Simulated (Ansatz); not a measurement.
**Al2BAs3: a trial structure relaxed**

Aim: relax a trial structure of Al2BAs3 and see where it ends.

Program: Ansatz 0.2.0. Level of theory: DFT PBE, scalar-relativistic, plane waves, PAW. These are calculated values, not measurements.

### 1 The system as given

Symmetry: P3m1, No. 156, trigonal system. The conventional cell has a = 3.735 Å, b = 3.735 Å, c = 9.150 Å, α = 90.00°, β = 90.00°, γ = 120.00°. Al (site symmetry 3m) has 4 As at 2.29 Å as nearest neighbours. B (site symmetry 3m) is surrounded by 4 As at 2.29 Å. As (site symmetry 3m) is surrounded by 3 B at 2.29 Å and 1 Al at 2.29 Å. As (site symmetry 3m) has 1 B at 2.29 Å and 3 Al at 2.29 Å as nearest neighbours. Around As (site symmetry 3m) lie 4 Al at 2.29 Å.

As a file:

```
CELL_PARAMETERS angstrom
3.73543 0.00000 0.00000
-1.86772 3.23498 0.00000
0.00000 0.00000 9.14990
ATOMIC_POSITIONS crystal
Al 0.00000 0.00000 0.00000
Al 0.33333 0.66667 0.33333
B 0.66667 0.33333 0.66667
As 0.00000 0.00000 0.75000
As 0.66667 0.33333 0.41667
As 0.33333 0.66667 0.08333
```

The start is an ordering of an alloy on its end members' structure types: elements ordered on the sites of the BAs type, B/Al on B (P3m1, No. 156).

### 2 The guess as it stands, on a coarse mesh

input.yaml reads:

```yaml
crystal:
  lattice:
    - [3.73543236, 0.0, 0.0]
    - [-1.86771618, 3.23497932, 0.0]
    - [0.0, 0.0, 9.14990325]
  atoms:
    - { symbol: Al, position: [0.0, 0.0, 0.0] }
    - { symbol: Al, position: [0.33333333, 0.66666667, 0.33333333] }
    - { symbol: B, position: [0.66666667, 0.33333333, 0.66666667] }
    - { symbol: As, position: [0.0, 0.0, 0.75] }
    - { symbol: As, position: [0.66666667, 0.33333333, 0.41666667] }
    - { symbol: As, position: [0.33333333, 0.66666667, 0.08333333] }
basis:
  ecutwfc: 420
kpoints:
  mp_grid: { grid: [6, 6, 2] }
hamiltonian:
  xc: pbe
scf:
  occupations: { method: gaussian, width: 0.1 }
  lower_state_search: "off"
output:
  forces: true
  stress: true
  eigenvalues: true
```

On the command line:

```
$ ansatz run input.yaml --threads 1 --pin off --max-ram 2560MiB --backend cpu --events-out ev --progress --plain --runs-dir out
```

The log of the run, cut to the lines that bear on the results:

```text
[...]
SCF converged after 7 iterations
Free energy (F): -15799.040452 eV
[...]
E sigma→0 (E₀):  -15799.040452 eV
Fermi energy:    8.879940 eV
[...]
--- Forces (eV/Å), atoms counted from 1 ---
  atom   1  Al     0.00000000    -0.00000000     0.09508396
  atom   2  Al     0.00000000    -0.00000000     0.42102428
  atom   3  B      0.00000000    -0.00000000    -0.18285683
  atom   4  As     0.00000000     0.00000000    -3.17396575
  atom   5  As     0.00000000     0.00000000     2.97223736
  atom   6  As     0.00000000     0.00000000    -0.13154536
[...]
--- Stress (GPa, compression-positive) ---
       11.802854       0.000000       0.000000
        0.000000      11.802854       0.000000
       -0.000000       0.000000      11.808787
  P = ⅓ Tr σ = 11.8048 GPa (118.048 kbar)
--- Band table (eV; the first three rows and the last of 14) ---
[...]
```

Wall time 4 s (1 thread of Intel Xeon Platinum 8259CL at 2.50GHz (Skylake/Cascade Lake), shared host); peak memory 0.39 GiB.

From the probe: pressure 11.8 GPa, largest force 3.17 eV/Å, gap on this mesh 1.11 eV. A guess like this is first relaxed loosely on the coarse mesh.

### 3 Rough relaxation on the coarse mesh

Edit input.yaml of step 2 so:

```diff
@@ -25 +25,6 @@
   eigenvalues: true
+relax:
+  adjacent_minimum: "off"
+  f_tol: 0.04
+  max_steps: 70
+  cell: { stress_tol: 0.4 }
```

On the command line:

```
$ ansatz run input.yaml --threads 1 --pin off --max-ram 2560MiB --backend cpu --events-out ev --progress --plain --runs-dir out
```

The log of the run:

```text
Warning: RAYON_NUM_THREADS=1 ignored (pool sized by the plan → 1); use --threads N
Engine: ansatz 0.2.0, x86_64-unknown-linux-gnu
Pseudopotentials: kind: paw
Pseudopotential: Al, paw, valence charge 3, recommended cutoff 420 eV (normal), Al.paw.azcp
Pseudopotential: B, paw, valence charge 3, recommended cutoff 420 eV (normal), B.paw.azcp
Pseudopotential: As, paw, valence charge 15, recommended cutoff 420 eV (normal), As.paw.azcp
Functional definition: PBE
  parameter kappa = 0.804
  parameter beta = 0.06672455060314922
  exchange = pbe_x(kappa = kappa, mu = beta*pi^2/3)
  correlation = pbe_c(beta = beta)
Crystal: 6 atoms, lattice volume = 110.568 Å³
Basis set: ecut = 420 eV, 2215 PW (Γ), exchange–correlation on 50×50×128 points (8 copies of the dense FFT grid, shifted against one another)
Bands: 33, of which v1, the nominal top of the filled ones, is band 27 counted from 1 (26 counted from 0)
Symmetry: 6 space group operations
Space group: P3m1 (ITA 156), of the structure as read, at distance tolerance 4.8e-5 Å
k-points: 14 of 72 (time reversal used)
Non-local potential: Al, projectors of the file, l = 0: 2, l = 1: 2, l = 2: 1
Non-local potential: B, projectors of the file, l = 0: 2, l = 1: 2, l = 2: 1
Non-local potential: As, projectors of the file, l = 0: 2, l = 1: 2, l = 2: 3, l = 3: 1
PAW form: soft (Blöchl's): semilocal exchange-correlation on the pseudo side does not see the compensation charge
PAW one-centre angular grid: Al, 110 points (default); XC on 64 Gauss nodes
PAW one-centre angular grid: B, 110 points (default); XC on 64 Gauss nodes
PAW one-centre angular grid: As, 590 points (default); XC on 64 Gauss nodes
Initial density: superposition of atomic densities (neutral atoms: chi_scale 0, normalization atom), corrected by the library's trained network
Initial wavefunctions: pseudopotential atomic-orbital guess
Functional: x = pbe(κ = 0.804, μ = 0.2195149727645171), c = pbe(β = 0.06672455060314922)
SCF iter   1: F=—  HF=-15799.042181 eV  |F-HF|=—  |Δ(HF+E_count)|=         —  Δρ=1.39e-3  dr2=7.42e-3  ethr=1.77e-3  ⟨swp⟩=6.4  Hψ=2004  notcnv=0
preconditioner: auto → Resta (q_TF=auto, 2.421 Å⁻¹)  ε∞=4.7  [insulator: Δε(μ)=1.123 eV  Ē_g=9.018 eV  σ=0.100 eV  W_gap=1.00  n_scr=36 (ndim 8)  ℏωp=17.3 eV  f_vac=0.004  D(μ)=0.00/eV (n_scr^D=0)  ε∞_Penn≈4.7]
SCF iter   2: F=—  HF=-15799.040441 eV  |F-HF|=—  |Δ(HF+E_count)|=   1.74e-3  Δρ=8.08e-4  dr2=1.30e-3  ethr=1.37e-5  ⟨swp⟩=1.5  Hψ=586  notcnv=0
SCF iter   3: F=—  HF=-15799.040433 eV  |F-HF|=—  |Δ(HF+E_count)|=   7.68e-6  Δρ=3.14e-4  dr2=2.44e-4  ethr=2.40e-6  ⟨swp⟩=2.2  Hψ=606  notcnv=0
SCF iter   4: F=—  HF=-15799.040450 eV  |F-HF|=—  |Δ(HF+E_count)|=   1.66e-5  Δρ=9.95e-5  dr2=2.17e-5  ethr=4.52e-7  ⟨swp⟩=2.1  Hψ=754  notcnv=0
SCF iter   5: F=—  HF=-15799.040448 eV  |F-HF|=—  |Δ(HF+E_count)|=   1.60e-6  Δρ=5.39e-5  dr2=3.75e-6  ethr=4.02e-8  ⟨swp⟩=2.0  Hψ=750  notcnv=0
SCF iter   6: F=—  HF=-15799.040452 eV  |F-HF|=—  |Δ(HF+E_count)|=   3.46e-6  Δρ=1.32e-5  dr2=2.63e-7  ethr=6.95e-9  ⟨swp⟩=2.0  Hψ=751  notcnv=0
SCF iter   7: F=-15799.040452 eV  HF=-15799.040452 eV  |F-HF|=3.13e-8  |Δ(HF+E_count)|=   2.66e-7  Δρ=4.25e-6  dr2=2.80e-8  ethr=1.85e-10  ⟨swp⟩=8.6  Hψ=2003  notcnv=0
SCF 1 converged in 7 iterations: F = -15799.040452 eV  dr2 = 2.80e-8
relax step   1: F+E_penalty+E_count = -15799.04045224 eV  Δ(F+E_penalty+E_count) = +0.000e0 eV  max|allowed force component| = 3.174e0 eV/Å  Δτ_max = 0.0000 Å  P = +11.805 GPa  Ω = 110.568 Å³  (7 SCF iters, dr2 threshold 1.00e-7 eV, accepted)
Crystal: 6 atoms, lattice volume = 116.097 Å³
Basis set: ecut = 420 eV, 2275 PW (Γ), exchange–correlation on 50×50×128 points (8 copies of the dense FFT grid, shifted against one another)
Initial density: handed on by an earlier stage of this run
Initial wavefunctions: those handed on with the density
iter 1 solved again at ethr=3.04e-4 eV; its pass at ethr=3.10e-3 eV (dr2=1.64e-1 eV) is discarded
SCF iter   1: F=—  HF=-15799.969566 eV  |F-HF|=—  |Δ(HF+E_count)|=         —  Δρ=1.22e-2  dr2=1.66e-1  ethr=3.04e-4  ⟨swp⟩=1.0  Hψ=2398  notcnv=0
preconditioner: auto → Resta (q_TF=auto, 2.402 Å⁻¹)  ε∞=4.7  [insulator: Δε(μ)=0.392 eV  Ē_g=8.815 eV  σ=0.100 eV  W_gap=0.99  n_scr=36 (ndim 8)  ℏωp=16.9 eV  f_vac=0.009  D(μ)=0.01/eV (n_scr^D=0)  ε∞_Penn≈4.7]
SCF iter   2: F=—  HF=-15799.944458 eV  |F-HF|=—  |Δ(HF+E_count)|=   2.51e-2  Δρ=6.55e-3  dr2=4.21e-2  ethr=3.04e-4  ⟨swp⟩=2.0  Hψ=562  notcnv=0
SCF iter   3: F=—  HF=-15799.938900 eV  |F-HF|=—  |Δ(HF+E_count)|=   5.56e-3  Δρ=1.57e-3  dr2=3.36e-3  ethr=7.80e-5  ⟨swp⟩=2.1  Hψ=582  notcnv=0
SCF iter   4: F=—  HF=-15799.938957 eV  |F-HF|=—  |Δ(HF+E_count)|=   5.66e-5  Δρ=3.54e-4  dr2=2.33e-4  ethr=6.22e-6  ⟨swp⟩=2.0  Hψ=770  notcnv=0
SCF iter   5: F=—  HF=-15799.938918 eV  |F-HF|=—  |Δ(HF+E_count)|=   3.91e-5  Δρ=1.98e-4  dr2=5.48e-5  ethr=4.31e-7  ⟨swp⟩=2.0  Hψ=770  notcnv=0
SCF iter   6: F=—  HF=-15799.938957 eV  |F-HF|=—  |Δ(HF+E_count)|=   3.90e-5  Δρ=6.01e-5  dr2=5.95e-6  ethr=1.02e-7  ⟨swp⟩=2.0  Hψ=698  notcnv=0
SCF iter   7: F=-15799.938962 eV  HF=-15799.938962 eV  |F-HF|=3.23e-7  |Δ(HF+E_count)|=   5.30e-6  Δρ=1.47e-5  dr2=3.08e-7  ethr=1.11e-9  ⟨swp⟩=4.4  Hψ=2225  notcnv=0
SCF 2 converged in 7 iterations: F = -15799.938962 eV  dr2 = 3.08e-7
relax step   2: F+E_penalty+E_count = -15799.93896238 eV  Δ(F+E_penalty+E_count) = -8.985e-1 eV  max|allowed force component| = 1.074e0 eV/Å  Δτ_max = 0.1948 Å  P = +4.340 GPa  Ω = 116.097 Å³  energy of the carried Pulay correction = -1.668e-3 eV  (7 SCF iters, dr2 threshold 6.00e-7 eV, accepted)
Crystal: 6 atoms, lattice volume = 120.960 Å³
Basis set: ecut = 420 eV, 2361 PW (Γ), exchange–correlation on 50×50×128 points (8 copies of the dense FFT grid, shifted against one another)
iter 1 solved again at ethr=1.22e-4 eV; its pass at ethr=3.10e-3 eV (dr2=6.58e-2 eV) is discarded
SCF iter   1: F=—  HF=-15800.101702 eV  |F-HF|=—  |Δ(HF+E_count)|=         —  Δρ=5.05e-3  dr2=6.64e-2  ethr=1.22e-4  ⟨swp⟩=1.0  Hψ=2738  notcnv=0
preconditioner: auto → Resta (q_TF=auto, 2.385 Å⁻¹)  ε∞=4.7  [insulator: Δε(μ)=0.195 eV  Ē_g=8.606 eV  σ=0.100 eV  W_gap=0.82  n_scr=36 (ndim 8)  ℏωp=16.5 eV  f_vac=0.010  D(μ)=0.17/eV (n_scr^D=0)  ε∞_Penn≈4.7]
SCF iter   2: F=—  HF=-15800.091151 eV  |F-HF|=—  |Δ(HF+E_count)|=   1.06e-2  Δρ=2.62e-3  dr2=1.07e-2  ethr=1.22e-4  ⟨swp⟩=1.9  Hψ=520  notcnv=0
SCF iter   3: F=—  HF=-15800.089872 eV  |F-HF|=—  |Δ(HF+E_count)|=   1.28e-3  Δρ=8.12e-4  dr2=1.12e-3  ethr=1.98e-5  ⟨swp⟩=2.0  Hψ=572  notcnv=0
SCF iter   4: F=—  HF=-15800.089960 eV  |F-HF|=—  |Δ(HF+E_count)|=   8.83e-5  Δρ=2.11e-4  dr2=8.48e-5  ethr=2.07e-6  ⟨swp⟩=2.1  Hψ=695  notcnv=0
SCF iter   5: F=—  HF=-15800.089897 eV  |F-HF|=—  |Δ(HF+E_count)|=   6.38e-5  Δρ=1.05e-4  dr2=1.64e-5  ethr=1.57e-7  ⟨swp⟩=2.0  Hψ=840  notcnv=0
SCF iter   6: F=—  HF=-15800.089912 eV  |F-HF|=—  |Δ(HF+E_count)|=   1.57e-5  Δρ=4.19e-5  dr2=2.48e-6  ethr=3.04e-8  ⟨swp⟩=2.0  Hψ=840  notcnv=0
SCF iter   7: F=-15800.089916 eV  HF=-15800.089916 eV  |F-HF|=6.03e-8  |Δ(HF+E_count)|=   3.33e-6  Δρ=1.14e-5  dr2=1.92e-7  ethr=1.11e-9  ⟨swp⟩=7.1  Hψ=2247  notcnv=0
SCF 3 converged in 7 iterations: F = -15800.089916 eV  dr2 = 1.92e-7
relax step   3: F+E_penalty+E_count = -15800.08991560 eV  Δ(F+E_penalty+E_count) = -1.510e-1 eV  max|allowed force component| = 2.345e-1 eV/Å  Δτ_max = 0.0729 Å  P = +0.388 GPa  Ω = 120.960 Å³  energy of the carried Pulay correction = -3.069e-3 eV  (7 SCF iters, dr2 threshold 6.00e-7 eV, accepted)
Crystal: 6 atoms, lattice volume = 122.393 Å³
Basis set: ecut = 420 eV, 2407 PW (Γ), exchange–correlation on 50×50×128 points (8 copies of the dense FFT grid, shifted against one another)
iter 1 solved again at ethr=1.55e-5 eV; its pass at ethr=3.10e-3 eV (dr2=8.36e-3 eV) is discarded
SCF iter   1: F=—  HF=-15800.101766 eV  |F-HF|=—  |Δ(HF+E_count)|=         —  Δρ=2.01e-3  dr2=8.43e-3  ethr=1.55e-5  ⟨swp⟩=1.1  Hψ=2352  notcnv=0
preconditioner: auto → Resta (q_TF=auto, 2.380 Å⁻¹)  ε∞=4.7  [insulator: Δε(μ)=0.304 eV  Ē_g=8.577 eV  σ=0.100 eV  W_gap=0.97  n_scr=36 (ndim 8)  ℏωp=16.4 eV  f_vac=0.008  D(μ)=0.04/eV (n_scr^D=0)  ε∞_Penn≈4.7]
SCF iter   2: F=—  HF=-15800.100083 eV  |F-HF|=—  |Δ(HF+E_count)|=   1.68e-3  Δρ=1.13e-3  dr2=2.72e-3  ethr=1.55e-5  ⟨swp⟩=1.5  Hψ=473  notcnv=0
SCF iter   3: F=—  HF=-15800.099466 eV  |F-HF|=—  |Δ(HF+E_count)|=   6.17e-4  Δρ=3.21e-4  dr2=2.54e-4  ethr=5.04e-6  ⟨swp⟩=2.0  Hψ=840  notcnv=0
SCF iter   4: F=—  HF=-15800.099344 eV  |F-HF|=—  |Δ(HF+E_count)|=   1.22e-4  Δρ=1.21e-4  dr2=2.63e-5  ethr=4.70e-7  ⟨swp⟩=2.0  Hψ=840  notcnv=0
SCF iter   5: F=—  HF=-15800.099353 eV  |F-HF|=—  |Δ(HF+E_count)|=   8.66e-6  Δρ=4.18e-5  dr2=2.91e-6  ethr=4.88e-8  ⟨swp⟩=2.0  Hψ=618  notcnv=0
SCF iter   6: F=-15800.099355 eV  HF=-15800.099355 eV  |F-HF|=1.46e-7  |Δ(HF+E_count)|=   2.63e-6  Δρ=9.70e-6  dr2=1.94e-7  ethr=1.11e-9  ⟨swp⟩=7.2  Hψ=2219  notcnv=0
SCF 4 converged in 6 iterations: F = -15800.099355 eV  dr2 = 1.94e-7
relax step   4: F+E_penalty+E_count = -15800.09935534 eV  Δ(F+E_penalty+E_count) = -9.440e-3 eV  max|allowed force component| = 8.717e-2 eV/Å  Δτ_max = 0.0307 Å  P = -0.185 GPa  Ω = 122.393 Å³  energy of the carried Pulay correction = -3.471e-3 eV  (6 SCF iters, dr2 threshold 6.00e-7 eV, accepted)
Crystal: 6 atoms, lattice volume = 121.966 Å³
Basis set: ecut = 420 eV, 2383 PW (Γ), exchange–correlation on 50×50×128 points (8 copies of the dense FFT grid, shifted against one another)
iter 1 solved again at ethr=1.30e-6 eV; its pass at ethr=3.10e-3 eV (dr2=7.02e-4 eV) is discarded
SCF iter   1: F=—  HF=-15800.101287 eV  |F-HF|=—  |Δ(HF+E_count)|=         —  Δρ=6.58e-4  dr2=7.48e-4  ethr=1.30e-6  ⟨swp⟩=2.0  Hψ=2264  notcnv=0
preconditioner: auto → Resta (q_TF=auto, 2.382 Å⁻¹)  ε∞=4.7  [insulator: Δε(μ)=0.348 eV  Ē_g=8.593 eV  σ=0.100 eV  W_gap=0.99  n_scr=36 (ndim 8)  ℏωp=16.5 eV  f_vac=0.006  D(μ)=0.02/eV (n_scr^D=0)  ε∞_Penn≈4.7]
SCF iter   2: F=—  HF=-15800.101131 eV  |F-HF|=—  |Δ(HF+E_count)|=   1.56e-4  Δρ=3.63e-4  dr2=2.55e-4  ethr=1.30e-6  ⟨swp⟩=1.9  Hψ=483  notcnv=0
SCF iter   3: F=—  HF=-15800.101064 eV  |F-HF|=—  |Δ(HF+E_count)|=   6.73e-5  Δρ=7.88e-5  dr2=1.21e-5  ethr=4.73e-7  ⟨swp⟩=2.0  Hψ=596  notcnv=0
SCF iter   4: F=—  HF=-15800.101063 eV  |F-HF|=—  |Δ(HF+E_count)|=   5.77e-7  Δρ=3.13e-5  dr2=1.72e-6  ethr=2.23e-8  ⟨swp⟩=2.0  Hψ=840  notcnv=0
SCF iter   5: F=-15800.101063 eV  HF=-15800.101063 eV  |F-HF|=7.27e-8  |Δ(HF+E_count)|=   1.65e-7  Δρ=1.15e-5  dr2=2.65e-7  ethr=8.80e-10  ⟨swp⟩=6.9  Hψ=2186  notcnv=0
SCF 5 converged in 5 iterations: F = -15800.101063 eV  dr2 = 2.65e-7
relax step   5: F+E_penalty+E_count = -15800.10106319 eV  Δ(F+E_penalty+E_count) = -1.708e-3 eV  max|allowed force component| = 1.693e-2 eV/Å  Δτ_max = 0.0102 Å  P = +0.015 GPa  Ω = 121.966 Å³  energy of the carried Pulay correction = -3.352e-3 eV  (5 SCF iters, dr2 threshold 4.75e-7 eV, accepted)
Basis set: ecut = 420 eV, 2383 PW (Γ), exchange–correlation on 54×54×128 points (8 copies of the dense FFT grid, shifted against one another)
Initial wavefunctions: pseudopotential atomic-orbital guess (no wavefunctions were taken with the density)
iter 1 solved again at ethr=5.88e-8 eV; its pass at ethr=3.10e-3 eV (dr2=3.18e-5 eV) is discarded
SCF iter   1: F=—  HF=-15800.106195 eV  |F-HF|=—  |Δ(HF+E_count)|=         —  Δρ=1.26e-4  dr2=2.43e-6  ethr=5.88e-8  ⟨swp⟩=3.1  Hψ=3023  notcnv=0
preconditioner: auto → Resta (q_TF=auto, 2.382 Å⁻¹)  ε∞=4.7  [insulator: Δε(μ)=0.334 eV  Ē_g=8.592 eV  σ=0.100 eV  W_gap=0.98  n_scr=36 (ndim 8)  ℏωp=16.5 eV  f_vac=0.007  D(μ)=0.03/eV (n_scr^D=0)  ε∞_Penn≈4.7]
SCF iter   2: F=—  HF=-15800.106172 eV  |F-HF|=—  |Δ(HF+E_count)|=   2.23e-5  Δρ=6.90e-5  dr2=9.18e-7  ethr=4.49e-9  ⟨swp⟩=2.0  Hψ=840  notcnv=0
SCF iter   3: F=—  HF=-15800.106191 eV  |F-HF|=—  |Δ(HF+E_count)|=   1.88e-5  Δρ=2.35e-5  dr2=1.32e-7  ethr=1.70e-9  ⟨swp⟩=2.0  Hψ=630  notcnv=0
SCF iter   4: F=—  HF=-15800.106193 eV  |F-HF|=—  |Δ(HF+E_count)|=   2.02e-6  Δρ=2.41e-6  dr2=7.39e-9  ethr=2.44e-10  ⟨swp⟩=2.0  Hψ=841  notcnv=0
SCF iter   5: F=-15800.106193 eV  HF=-15800.106193 eV  |F-HF|=2.55e-10  |Δ(HF+E_count)|=   2.46e-8  Δρ=5.72e-7  dr2=8.62e-10  ethr=7.11e-12  ⟨swp⟩=4.9  Hψ=1732  notcnv=0
SCF 6 converged in 5 iterations: F = -15800.106193 eV  dr2 = 8.62e-10
relax step   6: F+E_penalty+E_count = -15800.10619333 eV  Δ(F+E_penalty+E_count) = -5.130e-3 eV  max|allowed force component| = 1.685e-2 eV/Å  Δτ_max = 0.0000 Å  P = +0.068 GPa  Ω = 121.966 Å³  stress off target by 1.55e-1 GPa  SCF on the basis re-selected at this cell (its energy is not comparable with the rows above)  (5 SCF iters)
basis re-selected at this cell: Δ(F+E_penalty+E_count) = -5.130e-3 eV, ΔP = +0.053 GPa vs the last step (what re-selecting the basis moved, of the pressure what is left beyond the Pulay correction that the steps carried, after the strain that the cell walked since its last selection, with what the two solves' SCF thresholds leave and, on support functions, any second-order correction that the steps lacked; it is no measure of the basis error at this ecutwfc). The dense FFT grid was sized anew with the basis: this SCF ran on 27×27×64 points, the steps before it on 25×25×64, so part of this shift can come from that change (see relax.cell in the input reference). This SCF's stress stands 1.55e-1 GPa from its target on what of the cell is left free (relax.cell.stress_tol is 4.00e-1 GPa) and its largest allowed force component is 1.68e-2 eV/Å (relax.f_tol is 4.00e-2 eV/Å): within both
SCF converged after 5 iterations
Free energy (F): -15800.106193 eV
Harris-Foulkes:  -15800.106193 eV  (|F-HF|=2.55e-10)
Internal energy: -15800.106057 eV  (E = F + TS)
E sigma→0 (E₀):  -15800.106125 eV
Entropy (-TS):   -0.000136 eV (-0.023 meV/atom)
Fermi energy:    7.549728 eV
--- Per-component energies (eV) ---
  E_band       = -781.659018
  E_kinetic    = 399.089602
  E_local      = -6203.683028  (includes V_loc(G=0)·N_el)
  E_nonlocal   = -1977.532969
  E_hartree    = 3324.543038
  E_xc         = -347.267316
  E_vxc        = -331.358956  (∫ρ·V_xc dr)
  E_paw        = -6521.004656  (= ΣΔE_a)
  E_vpaw       = 682.740243  (= ΣTr[D̂ρ^β])
  E_aug_tail   = 0.000019  (compensation charges beyond the density's cutoff)
  E_ewald      = -4474.250748
  E_smearing   = -0.000136  (= −TS)
  E_closure    = -0.000000  (closes the sum)
  Σ components = -15800.106193   (vs F -15800.106193, Δ=0.00e0)
--- Forces (eV/Å), atoms counted from 1 ---
  atom   1  Al    -0.00000000    -0.00000000     0.00467728
  atom   2  Al    -0.00000000    -0.00000000     0.01226779
  atom   3  B     -0.00000000    -0.00000000     0.00462395
  atom   4  As     0.00000000     0.00000000    -0.00045000
  atom   5  As     0.00000000     0.00000000    -0.00426941
  atom   6  As     0.00000000     0.00000000    -0.01684632
  max |Σ_I F_I| component: 3.27e-6 eV/Å
--- Stress (GPa, compression-positive) ---
        0.024481       0.000000      -0.000000
        0.000000       0.024481       0.000000
       -0.000000       0.000000       0.154744
  P = ⅓ Tr σ = 0.0679 GPa (0.679 kbar)
--- Band table (eV; the first three rows and the last of 14) ---
  k-point 0: bands = ["-28.1998", "-28.1998", "-28.1662", "-28.1662", "-28.1630", "-27.5076", "-27.4902", "-27.4902", "-27.4680", "-27.4680", "-27.3854", "-27.3741", "-27.3741", "-27.3517", "-27.3517", "-5.5945", "-4.4389", "-4.1069", "1.5502", "2.2857", "5.7277", "5.7277", "6.7669", "6.7669", "6.9106", "7.3738", "7.3738", "7.7075", "9.7483", "10.1614", "10.5130", "10.5130", "10.8580"]
  k-point 1: bands = ["-28.1998", "-28.1998", "-28.1662", "-28.1662", "-28.1630", "-27.5076", "-27.4902", "-27.4902", "-27.4680", "-27.4680", "-27.3854", "-27.3741", "-27.3741", "-27.3517", "-27.3517", "-5.5035", "-4.8446", "-3.6958", "0.6587", "4.1488", "5.0738", "5.7168", "5.7168", "6.9031", "6.9031", "7.2084", "7.2084", "7.8800", "10.1331", "10.6201", "10.6442", "10.6442", "11.3420"]
  k-point 2: bands = ["-28.1998", "-28.1992", "-28.1664", "-28.1663", "-28.1627", "-27.5072", "-27.4905", "-27.4902", "-27.4681", "-27.4675", "-27.3851", "-27.3743", "-27.3741", "-27.3517", "-27.3511", "-5.3231", "-4.1966", "-3.8841", "1.5557", "2.4015", "4.1781", "5.2189", "5.2372", "5.4248", "6.4536", "6.6553", "6.9124", "8.9425", "10.2149", "10.6216", "10.8483", "11.2141", "11.4040"]
  k-point 13: bands = ["-28.1987", "-28.1980", "-28.1668", "-28.1668", "-28.1615", "-27.5061", "-27.4909", "-27.4906", "-27.4669", "-27.4666", "-27.3840", "-27.3747", "-27.3744", "-27.3505", "-27.3503", "-3.5412", "-3.2314", "-3.0714", "0.5194", "1.6374", "1.8071", "3.4247", "3.5914", "3.6044", "4.2979", "4.7004", "4.9334", "10.7219", "10.8634", "11.2296", "11.2505", "11.3889", "11.4634"]
--- Relaxed structure (5 steps of the walk, 5 accepted, 1 SCFs on fresh bases) ---
  F+E_penalty+E_count = -15800.10619333 eV   max|allowed force component| = 1.685e-2 eV/Å   (the final SCF, on the basis selected at the relaxed cell)
  cell:  # Å, volume = 121.9664 Å³
    - [3.8409984838831472, 3.19764651381398e-33, -7.99411628453495e-34]
    - [-1.9204992419415736, 3.326402262940319, 3.501524473029742e-32]
    - [-1.95815058337074e-33, 9.790752916853698e-32, 9.545999117019871]
  atoms:
    - { symbol: Al, position: [3.2628446609069896e-33, 7.327709204626151e-33, -0.011365018627587301] }
    - { symbol: Al, position: [0.3333333333333333, 0.6666666666666666, 0.34390933429861364] }
    - { symbol: B, position: [0.6666666666666666, 0.3333333333333333, 0.6602008222833126] }
    - { symbol: As, position: [-3.8706649020934594e-33, -6.801820798606945e-33, 0.7284876429990618] }
    - { symbol: As, position: [0.6666666666666666, 0.3333333333333333, 0.4419766306703417] }
    - { symbol: As, position: [0.3333333333333333, 0.6666666666666666, 0.0867905883762574] }
```

Run time: 28 s. Hardware: 1 thread of Intel Xeon Platinum 8259CL at 2.50GHz (Skylake/Cascade Lake), shared host; peak memory 0.43 GiB.

Relaxation path:

| step | energy from step 1 (eV/cell) | largest force component (eV/Å) | pressure (GPa) | volume (Å³) |
| --- | --- | --- | --- | --- |
| 1 | 0.0000 | 3.1740 | 11.80 | 110.57 |
| 2 | -0.8985 | 1.0742 | 4.34 | 116.10 |
| 3 | -1.0495 | 0.2345 | 0.39 | 120.96 |
| 4 | -1.0589 | 0.0872 | -0.18 | 122.39 |
| 5 | -1.0606 | 0.0169 | 0.01 | 121.97 |
| 6 | -1.0657 | 0.0168 | 0.07 | 121.97 |

Step 1 is the start. Step 6 repeats the geometry before it on a plane-wave basis chosen anew for that cell, so its energy need not be comparable with the rows above.

|  | before | after | change |
| --- | --- | --- | --- |
| a (Å) | 3.735 | 3.841 | +2.8 % |
| b (Å) | 3.735 | 3.841 | +2.8 % |
| c (Å) | 9.150 | 9.546 | +4.3 % |
| volume (Å³/atom) | 18.43 | 20.33 | +10.3 % |
| shortest distance (Å) | 2.287 | 2.083 | -8.9 % |
| space group (0.01 Å) | P3m1 | P3m1 | same |

Forces and stress were held to the start's 6 operations: a distortion of lower symmetry was not tested.

(Part 1 of 2 ends here.)
